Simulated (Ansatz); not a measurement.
# BFGaH₄N: basis-set convergence

How large a basis does BFGaH₄N need? Two functionals are run in growing sets.

Program: Ansatz 0.2.0, Gaussian basis. Level of theory: one geometry, several basis sets. These are calculated values, not measurements.

Levels to be run: PBE0-D4/def2-SVP; ωB97M-V/def2-SVP; PBE0-D4/def2-QZVPP; ωB97M-V/def2-QZVPP; the functionals' def2-TZVPP values are taken from earlier runs.

### 1 The geometry

The geometry comes from an earlier relaxation with PBE0-D4 in a triple-zeta def2 set; it is a stationary point, not always the lowest conformer.

SMILES `B[NH][GaH][F]`, 8 atoms, charge 0, spin multiplicity 1.

Atoms are counted from 1 here; the program's logs count them from 0.

Bond lengths: B1–N2 1.399 Å, B1–H5 1.202 Å, B1–H6 1.198 Å, N2–Ga3 1.836 Å, N2–H7 1.010 Å, Ga3–F4 1.756 Å, Ga3–H8 1.541 Å. Angles: N2–B1–H5 118.6°, N2–B1–H6 120.6°, H5–B1–H6 120.9°, B1–N2–Ga3 123.6°, B1–N2–H7 118.7°, Ga3–N2–H7 117.7°, N2–Ga3–F4 111.7°, N2–Ga3–H8 128.4°, F4–Ga3–H8 119.9°.

As a file:

```mol
BFGaH4N
  3D, bonds by distance, orders not assigned

  8  7  0  0  0  0  0  0  0  0999 V2000
    0.4842    1.3295   -0.3363 B   0  0
    0.1405    0.2796    0.5214 N   0  0
   -0.5125   -1.3352   -0.0592 Ga  0  0
   -0.8370   -2.4247    1.2794 F   0  0
    0.3468    1.1731   -1.5197 H   0  0
    0.9064    2.3616    0.1027 H   0  0
    0.2556    0.4093    1.5168 H   0  0
   -0.7841   -1.7932   -1.5050 H   0  0
  1  2  8  0
  2  3  8  0
  3  4  8  0
  1  5  8  0
  1  6  8  0
  2  7  8  0
  3  8  8  0
M  END
```

### 2 PBE0-D4 in def2-SVP

File in.yaml:

```yaml
crystal:
  periodic: [false, false, false]
  atoms:
    - {symbol: B, position_ang: [0.484216, 1.329501, -0.336314]}
    - {symbol: N, position_ang: [0.140518, 0.279600, 0.521382]}
    - {symbol: Ga, position_ang: [-0.512541, -1.335207, -0.059226]}
    - {symbol: F, position_ang: [-0.836957, -2.424662, 1.279363]}
    - {symbol: H, position_ang: [0.346839, 1.173148, -1.519731]}
    - {symbol: H, position_ang: [0.906398, 2.361586, 0.102690]}
    - {symbol: H, position_ang: [0.255594, 0.409283, 1.516814]}
    - {symbol: H, position_ang: [-0.784078, -1.793249, -1.504967]}
basis:
  gaussian: {orbitals: def2-SVP}
hamiltonian: {xc: pbe0, dispersion: d4}
output: {orbitals: {seedname: orbitals}}
```

Started as:

```console
ansatz run in.yaml --threads 2 --pin off --events-out ev --progress --plain --max-ram 4352MiB
```

The runs that follow: ωB97M-V in def2-SVP; PBE0-D4 in def2-QZVPP; ωB97M-V in def2-QZVPP.

**Question.** What will the summary of the whole plan be? Wanted: PBE0-D4: double and triple zeta above quadruple; ωB97M-V: double and triple zeta above quadruple.

**Answer**, as computed:

| quantity | value |
| --- | --- |
| PBE0-D4: double and triple zeta above quadruple | 14.18, 1.50 eV |
| ωB97M-V: double and triple zeta above quadruple | 14.29, 1.44 eV |

In words: PBE0-D4 gains 12.68 eV from double to triple zeta, then 1.50 eV more. These are total energies; as a rule much of such shifts cancels in differences, which this series doesn't test.
